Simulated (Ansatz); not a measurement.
# CuCH₃ (singlet): from Hartree-Fock to the top rungs, def2-SVP

Aim: climb from Hartree-Fock through coupled cluster and multireference methods for CuCH₃ (singlet) at one geometry and basis, and see what each rung misses.

Method: def2-SVP, core rule «outside noble gas», up to 10 orbitals frozen; program: Ansatz 0.2.0, Gaussian basis.

The runs, in order: UHF; CCSD(T) on RHF; CISD; CCSDT(Q) on RHF; CASSCF and NEVPT2, 18 electrons in 13 orbitals.

5 further runs of the same task are left out: 5 set aside as unsound or not needed.

## 1. The system

The geometry is a PBE0/def2-TZVP stationary point (not a proven minimum) of the parent state, kept for this charge and spin.

5 atoms, charge 0, spin multiplicity 1.

Atoms are counted from 1 here; the program's logs count them from 0.

Bond lengths: Cu1–C2 1.987 Å, C2–H3 1.092 Å, C2–H4 1.092 Å, C2–H5 1.092 Å. Angles: Cu1–C2–H3 106.4°, Cu1–C2–H4 106.4°, Cu1–C2–H5 106.4°, H3–C2–H4 112.3°, H3–C2–H5 112.3°, H4–C2–H5 112.3°.

## 2. UHF

File in.yaml:

```yaml
crystal:
  periodic: [false, false, false]
  atoms:
    - {symbol: Cu, position_ang: [-0.392116, 0.002944, 0.002469]}
    - {symbol: C, position_ang: [1.595184, -0.011976, -0.010043]}
    - {symbol: H, position_ang: [1.896423, -1.061242, -0.006817]}
    - {symbol: H, position_ang: [1.913906, 0.513613, 0.892114]}
    - {symbol: H, position_ang: [1.902423, 0.504740, -0.921264]}
basis:
  gaussian: {orbitals: def2-SVP}
magnetization: {spin_polarized: true, initial_magnetization: 0}
hamiltonian: {xc: hf}
output: {orbitals: {seedname: orbitals}}
```

On the command line:

```bash
> ansatz run in.yaml --threads 1 --pin off --events-out ev --progress --plain --max-ram 4096MiB --backend cpu
```

After this run come: CCSD(T) on RHF; CISD; CCSDT(Q) on RHF; CASSCF and NEVPT2, 18 electrons in 13 orbitals.

Q: Predict the results of all the runs planned. Wanted: RCCSDT(Q) below the RHF energy; RMP2 from RCCSDT(Q); RCCSD from RCCSDT(Q); RCCSD(T) from RCCSDT(Q); NEVPT2 valence from RCCSDT(Q); T1 diagnostic; effectively unpaired electrons.

The runs gave:

```
                         quantity           value
   RCCSDT(Q) below the RHF energy     -12.7160 eV
              RMP2 from RCCSDT(Q)       -17.3 meV
             RCCSD from RCCSDT(Q)      +481.2 meV
          RCCSD(T) from RCCSDT(Q)       -32.4 meV
    NEVPT2 valence from RCCSDT(Q)     +1254.6 meV
levels within 1 kcal/mol (43 meV)  RMP2, RCCSD(T)
                    T1 diagnostic           0.036
   effectively unpaired electrons            0.02
```

RCCSD(T) lands -32.4 meV from the yardstick (0.3 % of the correlation energy). One determinant dominates. These misses are within one basis, not against nature.
